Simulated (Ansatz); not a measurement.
# Ga32Sb11P21: the cost of one run

Program: Ansatz 0.2.0. Level of theory: DFT PBEsol, scalar-relativistic, plane waves, PAW, and further levels as typed in the inputs. These are calculated values, not measurements.

1 further run of the same task is left out (it didn't finish).

## Step 1: The starting structure

It takes space group P1 (No. 1, triclinic). Conventional cell: a = 11.340 Å, b = 11.340 Å, c = 11.340 Å, α = 90.00°, β = 90.00°, γ = 90.00°. Ga (site symmetry 1) has 2 P at 2.46 Å and 2 Sb at 2.46 Å as nearest neighbours. Ga (site symmetry 1) is surrounded by 4 P at 2.46 Å. Ga (site symmetry 1) has 3 P at 2.46 Å and 1 Sb at 2.46 Å as nearest neighbours. Ga (site symmetry 1) has 1 Sb at 2.46 Å and 3 P at 2.46 Å as nearest neighbours. Only part of the 64 independent sites is listed.

Coordinates:

```xyz
64
Lattice="11.3400 0.0000 0.0000 0.0000 11.3400 0.0000 0.0000 0.0000 11.3400" Properties=species:S:1:pos:R:3 pbc="T T T"
Ga    0.0000    0.0000    0.0000
Ga    0.0000    2.8350    2.8350
Ga    2.8350    0.0000    2.8350
Ga    2.8350    2.8350    0.0000
Ga    0.0000    0.0000    5.6700
Ga    0.0000    2.8350    8.5050
Ga    2.8350    0.0000    8.5050
Ga    2.8350    2.8350    5.6700
Ga    0.0000    5.6700    0.0000
Ga    0.0000    8.5050    2.8350
Ga    2.8350    5.6700    2.8350
Ga    2.8350    8.5050    0.0000
Ga    0.0000    5.6700    5.6700
Ga    0.0000    8.5050    8.5050
Ga    2.8350    5.6700    8.5050
Ga    2.8350    8.5050    5.6700
Ga    5.6700    0.0000    0.0000
Ga    5.6700    2.8350    2.8350
Ga    8.5050    0.0000    2.8350
Ga    8.5050    2.8350    0.0000
Ga    5.6700    0.0000    5.6700
Ga    5.6700    2.8350    8.5050
Ga    8.5050    0.0000    8.5050
Ga    8.5050    2.8350    5.6700
Ga    5.6700    5.6700    0.0000
Ga    5.6700    8.5050    2.8350
Ga    8.5050    5.6700    2.8350
Ga    8.5050    8.5050    0.0000
Ga    5.6700    5.6700    5.6700
Ga    5.6700    8.5050    8.5050
Ga    8.5050    5.6700    8.5050
Ga    8.5050    8.5050    5.6700
P     1.4175    1.4175    1.4175
P     1.4175    4.2525    4.2525
P     4.2525    1.4175    4.2525
P     4.2525    4.2525    1.4175
P     1.4175    1.4175    7.0875
Sb    1.4175    4.2525    9.9225
P     4.2525    1.4175    9.9225
Sb    4.2525    4.2525    7.0875
Sb    1.4175    7.0875    1.4175
P     1.4175    9.9225    4.2525
P     4.2525    7.0875    4.2525
P     4.2525    9.9225    1.4175
P     1.4175    7.0875    7.0875
Sb    1.4175    9.9225    9.9225
P     4.2525    7.0875    9.9225
P     4.2525    9.9225    7.0875
P     7.0875    1.4175    1.4175
P     7.0875    4.2525    4.2525
Sb    9.9225    1.4175    4.2525
Sb    9.9225    4.2525    1.4175
P     7.0875    1.4175    7.0875
P     7.0875    4.2525    9.9225
P     9.9225    1.4175    9.9225
Sb    9.9225    4.2525    7.0875
Sb    7.0875    7.0875    1.4175
Sb    7.0875    9.9225    4.2525
P     9.9225    7.0875    4.2525
Sb    9.9225    9.9225    1.4175
P     7.0875    7.0875    7.0875
Sb    7.0875    9.9225    9.9225
P     9.9225    7.0875    9.9225
P     9.9225    9.9225    7.0875
```

## Step 2: Relaxing cell and atoms: Ga32Sb11P21, no spin

Input file input.yaml:

```yaml
crystal:
  lattice:
    - [11.34, 0.0, 0.0]
    - [0.0, 11.34, 0.0]
    - [0.0, 0.0, 11.34]
  atoms:
    - { symbol: Ga, position: [0.0, 0.0, 0.0] }
    - { symbol: Ga, position: [0.0, 0.25, 0.25] }
    - { symbol: Ga, position: [0.25, 0.0, 0.25] }
    - { symbol: Ga, position: [0.25, 0.25, 0.0] }
    - { symbol: Ga, position: [0.0, 0.0, 0.5] }
    - { symbol: Ga, position: [0.0, 0.25, 0.75] }
    - { symbol: Ga, position: [0.25, 0.0, 0.75] }
    - { symbol: Ga, position: [0.25, 0.25, 0.5] }
    - { symbol: Ga, position: [0.0, 0.5, 0.0] }
    - { symbol: Ga, position: [0.0, 0.75, 0.25] }
    - { symbol: Ga, position: [0.25, 0.5, 0.25] }
    - { symbol: Ga, position: [0.25, 0.75, 0.0] }
    - { symbol: Ga, position: [0.0, 0.5, 0.5] }
    - { symbol: Ga, position: [0.0, 0.75, 0.75] }
    - { symbol: Ga, position: [0.25, 0.5, 0.75] }
    - { symbol: Ga, position: [0.25, 0.75, 0.5] }
    - { symbol: Ga, position: [0.5, 0.0, 0.0] }
    - { symbol: Ga, position: [0.5, 0.25, 0.25] }
    - { symbol: Ga, position: [0.75, 0.0, 0.25] }
    - { symbol: Ga, position: [0.75, 0.25, 0.0] }
    - { symbol: Ga, position: [0.5, 0.0, 0.5] }
    - { symbol: Ga, position: [0.5, 0.25, 0.75] }
    - { symbol: Ga, position: [0.75, 0.0, 0.75] }
    - { symbol: Ga, position: [0.75, 0.25, 0.5] }
    - { symbol: Ga, position: [0.5, 0.5, 0.0] }
    - { symbol: Ga, position: [0.5, 0.75, 0.25] }
    - { symbol: Ga, position: [0.75, 0.5, 0.25] }
    - { symbol: Ga, position: [0.75, 0.75, 0.0] }
    - { symbol: Ga, position: [0.5, 0.5, 0.5] }
    - { symbol: Ga, position: [0.5, 0.75, 0.75] }
    - { symbol: Ga, position: [0.75, 0.5, 0.75] }
    - { symbol: Ga, position: [0.75, 0.75, 0.5] }
    - { symbol: P, position: [0.125, 0.125, 0.125] }
    - { symbol: P, position: [0.125, 0.375, 0.375] }
    - { symbol: P, position: [0.375, 0.125, 0.375] }
    - { symbol: P, position: [0.375, 0.375, 0.125] }
    - { symbol: P, position: [0.125, 0.125, 0.625] }
    - { symbol: Sb, position: [0.125, 0.375, 0.875] }
    - { symbol: P, position: [0.375, 0.125, 0.875] }
    - { symbol: Sb, position: [0.375, 0.375, 0.625] }
    - { symbol: Sb, position: [0.125, 0.625, 0.125] }
    - { symbol: P, position: [0.125, 0.875, 0.375] }
    - { symbol: P, position: [0.375, 0.625, 0.375] }
    - { symbol: P, position: [0.375, 0.875, 0.125] }
    - { symbol: P, position: [0.125, 0.625, 0.625] }
    - { symbol: Sb, position: [0.125, 0.875, 0.875] }
    - { symbol: P, position: [0.375, 0.625, 0.875] }
    - { symbol: P, position: [0.375, 0.875, 0.625] }
    - { symbol: P, position: [0.625, 0.125, 0.125] }
    - { symbol: P, position: [0.625, 0.375, 0.375] }
    - { symbol: Sb, position: [0.875, 0.125, 0.375] }
    - { symbol: Sb, position: [0.875, 0.375, 0.125] }
    - { symbol: P, position: [0.625, 0.125, 0.625] }
    - { symbol: P, position: [0.625, 0.375, 0.875] }
    - { symbol: P, position: [0.875, 0.125, 0.875] }
    - { symbol: Sb, position: [0.875, 0.375, 0.625] }
    - { symbol: Sb, position: [0.625, 0.625, 0.125] }
    - { symbol: Sb, position: [0.625, 0.875, 0.375] }
    - { symbol: P, position: [0.875, 0.625, 0.375] }
    - { symbol: Sb, position: [0.875, 0.875, 0.125] }
    - { symbol: P, position: [0.625, 0.625, 0.625] }
    - { symbol: Sb, position: [0.625, 0.875, 0.875] }
    - { symbol: P, position: [0.875, 0.625, 0.875] }
    - { symbol: P, position: [0.875, 0.875, 0.625] }
scf:
  occupations: { method: gaussian, width: 0.01 }
output:
  forces: true
  stress: true
  eigenvalues: true
  write_density: true
  write_potential: true
  elf: true
  volumetric_format: npy
hamiltonian:
  xc: pbesol
relax:
  f_tol: 0.005
  max_steps: 60
  cell: { stress_tol: 0.03 }
kpoints:
  mp_grid: { grid: [2, 2, 2] }
```

Command:

```
> ansatz run input.yaml --threads 8 --pin off --max-ram 40960MiB --backend cpu --events-out ev --progress --plain --runs-dir out
```

What time and memory should one allow on 8 threads of AMD EPYC 7R43 (Zen 3), shared host?

About 10 min, with a peak of 20 GiB.
